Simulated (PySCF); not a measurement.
# A diatomic session: SeBr

One table from this session's results is given with a row withheld; the runs are named, their logs left out.

Program: PySCF 2.14.0. Level of theory: Se x2c-SVPall, Br x2c-SVPall, spin-free X2C with a Gaussian nucleus. These are calculated values, not measurements.

The first run:

Settings of the job:

| Quantity | Value |
| --- | --- |
| atoms | Se, Br |
| charge | 0 |
| basis | Se x2c-SVPall, Br x2c-SVPall |
| Hamiltonian | spin-free X2C with a Gaussian nucleus |
| basis functions | 64 |
| electrons treated | 69 |
| masses in u | 79.9165, 78.9183 |
| levels | PBE0, PBE, r²SCAN, M06, BHandHLYP, BLYP, LC-ωPBE, HF, MP2, SCS-MP2, CCSD, CCSD(T) |
| grid | 80 radial by 434 angular points |
| occupations | held fixed by the projection of orbital angular momentum |
| dissociation limit | Se + Br, each in its ground configuration |
| starting distance in angstrom | 2.230 |
| values of 2S to try | 1, 3 |

Among the steps run: Input; First curve: PBE0; Other states along the same grid; PBE (GGA); r²SCAN (meta-GGA); M06; BHandHLYP (global hybrid GGA); BLYP (GGA); LC-ωPBE (range-separated hybrid); UHF; Correlated methods on the Hartree–Fock reference.

One of the session's tables, all rows but one given; the rest of the session is left out.

Differences from CCSD(T) in the same basis:

```
    level  Re (mÅ)  ωe (%)
      UHF      -17    +6.1
 UHF-CCSD        ?       ?
      PBE      -18    +3.3
     BLYP      +15    -2.3
   r²SCAN      -32    +5.8
     PBE0      -41    +8.0
      M06      -28    +5.6
BHandHLYP      -32    +6.9
  LC-ωPBE      -62   +13.0
```

**Question.** Estimate the row for UHF-CCSD.

The run gave: Re (mÅ): -5; ωe (%): +1.4. In the column «Re (mÅ)» it lies between UHF (-17) and BLYP (+15).

Hartree–Fock makes the bond too short and too stiff against this reference, as it mostly does. CCSD(T) in a basis this small is itself some way from its limit, more so than the functionals.

Caveats from the session: At some levels the lowest empty orbital lies below the highest filled one (the two can be of opposite spin).
